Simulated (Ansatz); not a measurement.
NaCu:

```
CELL_PARAMETERS angstrom
2.94224 0.00000 0.00000
0.00000 2.94224 0.00000
0.00000 0.00000 4.04091
ATOMIC_POSITIONS crystal
Na 0.00000 0.00000 0.00000
Cu 0.50000 0.50000 0.50000
```

The cell was built by a generator and needn't be a form met in nature.

Base run:

* Program: Ansatz 0.2.0
* Functional: PBEsol
* Potentials or basis: Ansatz PAW
* Cutoff: 420 eV
* Density cutoff: 1680 eV
* k mesh: 9 × 9 × 7
* Occupations: fermi-dirac, width 0.05 eV
* Spin: no spin polarisation

Its results: band gap on the k mesh none (metal or under the smearing width); pressure 0.7 GPa.

Question: The run is repeated on the same cell with these changes: functional from PBEsol to BLYP. What comes out?

Answer: Band gap on the k mesh none (metal or under the smearing width); pressure 4.7 GPa.

BLYP binds less tightly than PBEsol, so the same cell stands under more pressure.

Caveats: the PAW data sets come from PBE, with cores solved anew for the run's functional, which leaves a small shift of forces and pressure; the potentials were made for another functional, which shifts forces and pressure (some runs).

Not every run made on this cell is shown here.
